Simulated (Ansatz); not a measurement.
**Nickel, beta-Sn type under PBEsol: from relaxation to bulk modulus**

Aim: take nickel in the beta-Sn type structure, relax it, solve it on a dense k-mesh, then scale the cell to 7 volumes from 88 to 112 % of the relaxed one and try a fit of the equation of state. The start is ferromagnetic. The k-meshes are 15×15×10 for the relaxation; 24×24×13 for the dense run; 17×17×9 for the volumes.

Method: DFT PBEsol, plane waves (420 eV) with PAW, scalar-relativistic; PAW files made under PBE, frozen cores solved again for the functional, in Ansatz 0.2.0.

## Step 1: The starting structure

Symmetry: I4_1/amd, No. 141, tetragonal system. The conventional cell has a = 4.382 Å, b = 4.382 Å, c = 2.393 Å, α = 90.00°, β = 90.00°, γ = 90.00°. Ni (site symmetry -4m2) is surrounded by 6 Ni at 2.27 to 2.39 Å.

Coordinates:

```cif
data_structure
_symmetry_space_group_name_H-M 'I4_1/amd:1'
_symmetry_Int_Tables_number 141
_cell_length_a 4.3821
_cell_length_b 4.3821
_cell_length_c 2.3927
_cell_angle_alpha 90.000
_cell_angle_beta 90.000
_cell_angle_gamma 90.000
_cell_volume 45.95
loop_
_atom_site_label
_atom_site_type_symbol
_atom_site_symmetry_multiplicity
_atom_site_Wyckoff_symbol
_atom_site_fract_x
_atom_site_fract_y
_atom_site_fract_z
_atom_site_occupancy
Ni1 Ni 4 a 0.00000 0.00000 0.00000 1
```

Starting moments (μB): +0.8 ×2.

## Step 2: Relaxing cell and atoms

File input.yaml:

```yaml
crystal:
  lattice:
    - [-2.1910720922, 2.1910720922, 1.1963253623]
    - [2.1910720922, -2.1910720922, 1.1963253623]
    - [2.1910720922, 2.1910720922, -1.1963253623]
  atoms:
    - { symbol: Ni, position: [0.0, 0.0, 0.0], spin: 0.8 }
    - { symbol: Ni, position: [0.75, 0.25, 0.5], spin: 0.8 }
hamiltonian:
  xc: pbesol
  pseudopotentials:
    kind: paw
    azcp:
      Ni: "pseudopotentials/Ni.paw.azcp"
basis:
  ecutwfc: 420
  fft_grid_basis: typed
kpoints:
  mp_grid: { grid: [15, 15, 10], shift: [0, 0, 0] }
magnetization:
  spin_polarized: true
scf:
  occupations: { method: fermi_dirac, width: 0.05 }
relax:
  max_steps: 60
  f_tol: 0.01
  cell: {}
```

After this run come: Dense single point; The cell scaled to 88 % of its volume; The cell scaled to 92 % of its volume; The cell scaled to 96 % of its volume; The cell scaled to 100 % of its volume; The cell scaled to 104 % of its volume; The cell scaled to 108 % of its volume; The cell scaled to 112 % of its volume.

Q: Predict the outcome of this session. Wanted: space group; conventional cell; volume; shortest distance; gap on the mesh; magnetic state; relative to fcc, ferromagnetic; V₀, B₀, B₀′.

As calculated:

```
                      quantity                                   value
space group (spins left aside)                      P6_3/mmc (No. 194)
             conventional cell  a = 2.447 Å, c = 4.017 Å (c/a = 1.641)
                        volume                          10.417 Å³/atom
             shortest distance                                 2.447 Å
               gap on the mesh            none (levels filled in part)
                magnetic state   ferromagnetic, up to 0.67 μB per atom
relative to fcc, ferromagnetic                            +26 meV/atom
                   V₀, B₀, B₀′            10.414 Å³/atom, 229 GPa, 4.8
```

In words: The relaxation shrank the cell by 9.3 % in volume. The cell has left its prototype: it ends as hcp. What follows belongs to that structure, not to the type named at the start. The mesh has less symmetry than the lattice, which may have let the distortion in. It lies 26 meV/atom above the element's reference form at the same level (fcc, ferromagnetic, from a run of its own). It ends ferromagnetic, with up to 0.67 μB per atom. Levels at the Fermi energy are filled in part, as in a metal. The fitted modulus is 229 GPa; letting shape and positions relax at each volume could only lower it.
